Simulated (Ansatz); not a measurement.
Relaxation of a periodic cell of 17 atoms, Y16Cu (host Y, host structure hcp, interstitial Cu), to a largest force component of 0.08 eV/Å in at most 25 steps.

Computed with DFT r2SCAN, scalar-relativistic, plane waves, PAW (Ansatz 0.2.0). Settings: cutoff 500 eV, k mesh 2x2x1, fermi-dirac smearing 0.1 eV, no spin polarisation.

```xyz
17
Lattice="-3.6500 -6.3220 0.0000 5.4750 -3.1610 0.0000 0.0000 0.0000 11.4683" Properties=species:S:1:pos:R:3:forces:R:3
Y 0.000 -6.322 0.000 -0.10 0.12 5.36
Y 0.000 -4.215 2.867 -0.04 -0.05 0.00
Y 0.000 -6.322 5.734 0.02 -0.01 0.25
Y 0.000 -4.215 8.601 -0.10 4.30 -1.39
Y -1.825 -3.161 0.000 0.05 0.13 0.01
Y 3.650 -4.215 2.867 -0.05 0.03 -0.06
Y -1.825 -3.161 5.734 0.04 0.03 -0.09
Y 3.650 -4.215 8.601 -0.09 0.07 -0.02
Y 1.825 -3.161 0.000 0.08 -0.04 0.02
Y 1.825 -1.054 2.867 0.02 0.06 0.01
Y 1.825 -3.161 5.734 0.06 -0.04 -0.14
Y 1.825 -1.054 8.601 -4.20 -2.22 -1.56
Y 0.000 0.000 0.000 -0.09 -0.10 0.02
Y 1.825 -7.376 2.867 -0.04 0.03 -0.01
Y 0.000 0.000 5.734 0.00 -0.05 -0.09
Y 1.825 -7.376 8.601 5.07 -2.84 -2.06
Cu 0.043 -6.371 9.241 -0.61 0.60 -0.23
```

Question: Where does it end, and by what steps?

Answer: The forces met the threshold. The threshold is loose, so the end isn't yet a minimum. The force dipped under the threshold on the way, but the program's further checks kept it going. Limits of this set-up: coarse k mesh, a small cell, in which the defect meets its images, a typed lattice constant that wasn't relaxed here. After 15 steps the energy has fallen by 4.194 eV; Cu17 moved furthest, 1.29 Å. Joined: Y4–Y13 (5.10 → 4.52 Å), Y7–Y12 (5.10 → 4.05 Å), Y8–Cu17 (4.21 → 2.89 Å), Y9–Cu17 (4.26 → 2.95 Å), Y13–Cu17 (4.22 → 3.24 Å).

| step | energy less start (eV) | largest force component (eV/Å) | accepted |
| --- | --- | --- | --- |
| 0 | 0.0000 | 5.363 | yes |
| 1 | -2.4960 | 2.074 | yes |
| 2 | -3.3593 | 0.484 | yes |
| 3 | -3.5117 | 0.132 | yes |
| 4 | -3.5862 | 0.364 | yes |
| 5 | -3.7004 | 0.427 | yes |
| 6 | -3.8148 | 0.324 | yes |
| 7 | -3.9061 | 0.245 | yes |
| 8 | -3.9865 | 0.164 | yes |
| 9 | -4.0581 | 0.172 | yes |
| 10 | -4.1281 | 0.137 | yes |
| 11 | -4.1768 | 0.057 | yes |
| 12 | -4.1768 | 0.057 | yes |
| 13 | -4.1800 | 0.168 | yes |
| 14 | -4.1937 | 0.079 | yes |
| 15 | -4.1937 | 0.079 | yes |

```xyz
17
Lattice="-3.6500 -6.3220 0.0000 5.4750 -3.1610 0.0000 0.0000 0.0000 11.4683" Properties=species:S:1:pos:R:3
Y 0.193 -6.165 0.356
Y -0.004 -4.047 2.887
Y -0.115 -6.268 5.829
Y 0.008 -4.629 8.822
Y -1.813 -2.972 -0.122
Y 3.728 -4.069 2.611
Y -1.564 -3.034 5.808
Y 3.503 -3.968 8.650
Y 1.789 -2.860 0.018
Y 1.907 -0.951 2.986
Y 1.894 -3.361 5.576
Y 1.215 -1.345 8.220
Y 0.187 0.272 -0.133
Y 1.927 -7.178 2.996
Y -0.107 0.126 5.540
Y 2.111 -7.353 8.364
Cu -0.216 -7.574 9.643
```

Whether the end is a true minimum wasn't checked by a vibrational analysis.

Time of the run: 4.2 min on 4 threads of Intel(R) Xeon(R) Platinum 8488C (Sapphire Rapids) (shared host), peak memory 2.6 GiB.
